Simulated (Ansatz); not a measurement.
Write a Python script for Ansatz 0.2.0, Python API that makes vertical and adiabatic energies of changing the electron count of BrH4NSn, SMILES [NH2][SnH2][Br]. Use (for the species named): r2SCAN, def2-SVP basis, multiplicity 1.

```csv
atom,x (Å),y (Å),z (Å)
N,-1.2027,0.0819,-0.5860
Sn,0.5161,0.0281,0.4498
Br,0.7464,-2.2665,1.4328
H,-1.2054,1.0773,-1.0561
H,-1.1803,-0.5842,-1.3840
H,0.5049,1.2418,1.7287
H,1.8823,0.3536,-0.6308
```

Script `adiabatic.py`:
```python
"""How BrH4NSn relaxes after losing an electron."""

import itertools

import ansatz as az
from ase.data import atomic_numbers, covalent_radii
import numpy as np

GEOMETRY = """
N    -1.20270    0.08190   -0.58600
Sn    0.51610    0.02810    0.44980
Br    0.74640   -2.26650    1.43280
H    -1.20540    1.07730   -1.05610
H    -1.18030   -0.58420   -1.38400
H     0.50490    1.24180    1.72870
H     1.88230    0.35360   -0.63080
"""


def main() -> None:
    geometry = az.Crystal.molecule()
    for line in GEOMETRY.strip().splitlines():
        symbol, *xyz = line.split()
        geometry = geometry.atom(symbol, [float(v) for v in xyz])

    calculation = geometry.calculation().basis(gaussian="def2-SVP").functional("r2scan")
    symbols = [site.symbol for site in geometry.cartesian_sites]
    start = np.array([site.position_ang for site in geometry.cartesian_sites], dtype=float)
    r = calculation.relax(force_tolerance=0.01, max_steps=100).run(threads=1, pin="off").report
    end = np.array(r["positions_ang"])

    minimum = az.Crystal.molecule()
    for symbol, place in zip(symbols, end):
        minimum = minimum.atom(symbol, place.tolist())
    ion = minimum.calculation()
    ion = ion.basis(gaussian="def2-SVP")
    ion = ion.functional("r2scan")
    ion = ion.charge(1).spin("collinear", total=1)
    vertical = ion.run(threads=1, pin="off").report
    settled = ion.relax(force_tolerance=0.01, max_steps=80).run(threads=1, pin="off").report
    print(f"vertical ionisation energy   {vertical['free_energy_ev'] - r['free_energy_ev']:.3f} eV")
    print(f"adiabatic, no zero point     {settled['free_energy_ev'] - r['free_energy_ev']:.3f} eV")
    print(f"relaxation energy of the ion {vertical['free_energy_ev'] - settled['free_energy_ev']:.3f} eV")
    ionised = np.array(settled["positions_ang"])
    # pairs closer than 1.2 times the sum of covalent radii, before or after
    radius = [covalent_radii[atomic_numbers[s]] for s in symbols]
    span = lambda where, i, j: np.linalg.norm(where[i] - where[j])
    bonded = [(i, j) for i, j in itertools.combinations(range(len(symbols)), 2) if min(span(end, i, j), span(ionised, i, j)) < 1.2 * (radius[i] + radius[j])]
    print("pair        before    after (A)")
    for i, j in bonded:
        print(f"{symbols[i]}{i}-{symbols[j]}{j}".ljust(10), f"{span(end, i, j):8.4f} {span(ionised, i, j):8.4f}")


if __name__ == "__main__":
    main()
```

```console
$ python adiabatic.py
vertical ionisation energy   9.331 eV
adiabatic, no zero point     8.594 eV
relaxation energy of the ion 0.737 eV
pair        before    after (A)
N0-Sn1       2.0224   2.1603
N0-H3        1.0171   1.0286
N0-H4        1.0169   1.0286
Sn1-Br2      2.5146   2.4890
Sn1-H5       1.7089   1.6876
Sn1-H6       1.7091   1.6876
```

The energies are electronic: no zero-point or thermal terms, and the basis set is short of its limit. The product may relax into another structure. Each relaxation finds its nearest minimum, which needn't be the lowest. def2 sets replace the cores of elements past krypton by effective core potentials. Finished in 8.5 min on 1 thread of Arm Neoverse V1, with other jobs on the host, peak memory 0.34 GiB.
